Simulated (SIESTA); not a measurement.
Input of a SIESTA 5.4.2 run:

Contents of HfVGe.fdf:

```
SystemName                      HfVGe
SystemLabel                     HfVGe
NumberOfSpecies                 3
NumberOfAtoms                   6
%block ChemicalSpeciesLabel
  1  72 Hf
  2  32 Ge
  3  23 V
%endblock ChemicalSpeciesLabel

LatticeConstant                 1.0 Ang
%block LatticeVectors
     3.6804748000     0.0000000000     0.0000000000
     0.0000000000     3.6804748000     0.0000000000
     0.0000000000     0.0000000000     7.2477233100
%endblock LatticeVectors
AtomicCoordinatesFormat         Fractional
%block AtomicCoordinatesAndAtomicSpecies
     0.5002670000     0.0063110000     0.6384540000  1  Hf
     0.0113780000     0.4984550000     0.3590950000  1  Hf
     0.4976840000     0.0002130000     0.2529410000  2  Ge
     0.0076670000     0.5094220000     0.7511260000  2  Ge
     0.5015230000     0.5029160000     0.0061930000  3  V
    -0.0129370000     0.0006510000     0.0112680000  3  V
%endblock AtomicCoordinatesAndAtomicSpecies

%block kgrid.MonkhorstPack
    7   0   0  0.0
    0   7   0  0.0
    0   0   4  0.0
%endblock kgrid.MonkhorstPack
XC.Functional                   GGA
XC.Authors                      PBEsol
PAO.BasisSize                   DZP
PAO.EnergyShift                 0.003 Ry
Mesh.Cutoff                     800 Ry
Spin                            polarized
%block DM.InitSpin
    1   0.000
    2   0.000
    3   0.000
    4   0.000
    5   2.000
    6   2.000
%endblock DM.InitSpin
OccupationFunction              FD
ElectronicTemperature           0.05 eV
MaxSCFIterations                200
SCF.MustConverge                false
SCF.Mixer.Method                Pulay
SCF.Mixer.Weight                0.1
SCF.Mixer.History               10
SCF.DM.Tolerance                5.0e-05
SCF.H.Tolerance                 1.0e-03 eV
WriteForces                     true
Charge.Mulliken                 end
%block PAO.Basis
  Hf 5
  n=5 0 2
    3.241 0.000
  n=6 0 2
    8.114 0.000
  n=5 1 2
    3.929 0.000
  n=6 1 1
    8.114
  n=5 2 2
    7.842 0.000
  Ge 4
  n=4 0 2
    5.960 0.000
  n=4 1 2
    8.130 0.000
  n=3 2 2
    3.189 0.000
  n=4 2 1
    8.130
  V 5
  n=3 0 2
    2.997 0.000
  n=4 0 2
    8.412 0.000
  n=3 1 2
    3.380 0.000
  n=4 1 1
    8.412
  n=3 2 2
    5.772 0.000
%endblock PAO.Basis
```

Potentials or basis: PseudoDojo 0.4 standard (PBEsol files), DZP (energy shift 0.003 Ry; two zetas on semicore shells).

Command:

```console
$ siesta HfVGe.fdf > HfVGe.out 2>&1
```

Task: What does it give for the net moment?

Result: 0.00 μB per cell.

Task: Estimate the pressure.

Result: -1.6 GPa.

Forces on the atoms (eV/Å):
```
Hf   0.269  0.000  0.276
Hf  -0.613  0.153  0.434
Ge   0.226 -0.005  0.260
Ge  -0.302 -0.210  0.337
V   -0.192 -0.091 -0.309
V    0.615  0.158 -0.997
```

Caveat: short orbitals over semicore shells can move pressures by several GPa; the basis of atomic orbitals isn't converged, which shifts pressures, moduli and gaps. Spin-orbit coupling is left out, which matters for the levels of Hf.
